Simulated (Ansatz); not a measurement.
**WH+ (septet): the correlation ladder, def2-TZVPP**

The task here is to estimate one member of a computed series from the others.

Method: def2-TZVPP, core rule «outside noble gas», up to 4 orbitals frozen; program: Ansatz 0.2.0, Gaussian basis.

To be run: UHF; ROHF; CCSD(T) on UHF.

### What is computed

The geometry is a PBE0/def2-TZVP stationary point (not a proven minimum) of the parent state, kept for this charge and spin. No spin-orbit coupling is included. Elements past krypton take def2 core potentials.

2 atoms, charge 1, spin multiplicity 7.

Atoms are counted from 1 here; the program's logs count them from 0.

Bond lengths: W1–H2 1.713 Å.

As a file:

```xyz
2
HW
W     0.00000    0.00000    0.00000
H     0.00000    0.00000    1.71260
```

Set-up of the first run:

File in.yaml:

```yaml
crystal:
  periodic: [false, false, false]
  atoms:
    - {symbol: W, position_ang: [0.000000, 0.000000, 0.000000]}
    - {symbol: H, position_ang: [0.000000, 0.000000, 1.712600]}
basis:
  gaussian: {orbitals: def2-TZVPP}
total_charge: 1
magnetization: {spin_polarized: true, initial_magnetization: 6}
hamiltonian: {xc: hf}
output: {orbitals: {seedname: orbitals}}
```

Run with:

```bash
> ansatz run in.yaml --threads 1 --pin off --events-out ev --progress --plain --max-ram 4096MiB --backend cpu
```

Steps of the session up to this table: UHF; ROHF; CCSD(T) on UHF.

One table of the session follows, with a row left open; its other results are not shown here.

It belongs to the step «Misses and costs». 

```
  method  from UCCSD(T) (meV)
    ROHF              +2082.8
     UHF              +1952.7
    UMP2               +278.2
   UCCSD                    ?
UCCSD(T)                    0
```

**Question.** Estimate the row for UCCSD.

The run gave: from UCCSD(T) (meV): +37.9. In the column «from UCCSD(T) (meV)» it lies between UCCSD(T) (0) and UMP2 (+278.2).
